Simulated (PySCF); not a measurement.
# BrGeH3: the cost of one run

Computed with PySCF 2.14.0 and routines of our own; the level stands in each step. Atoms count from 0.

## 1. The starting structure

5 atoms, charge 0, multiplicity 1; geometry from: GFN2-xTB.

## 2. Geometry optimisation at PBE0-D3(BJ)/def2-SVP

The job: settings as JSON, then the geometry in Å.

```
{"job": {"xc": "PBE0", "basis": "def2-SVP", "d3": "d3bj", "grid": 1, "maxiter": 30, "shake": 0.01, "kind": "geom"}, "charge": 0, "multiplicity": 1}
Ge    -0.162260    -0.029000    -0.006660
Br     2.068000     0.036050     0.075620
H     -0.686220    -0.647210     1.245960
H     -0.617660     1.417690    -0.124790
H     -0.568290    -0.811510    -1.228030
```

Run with:

```console
$ OMP_NUM_THREADS=1 python heavy_run.py task.json out
```

This one command runs all jobs of the session in turn.

**Question.** How long does this first job take on 1 thread of Intel Xeon 6975P-C, shared host, and how much memory does it need?

About 6 s, with a peak of 0.35 GiB.
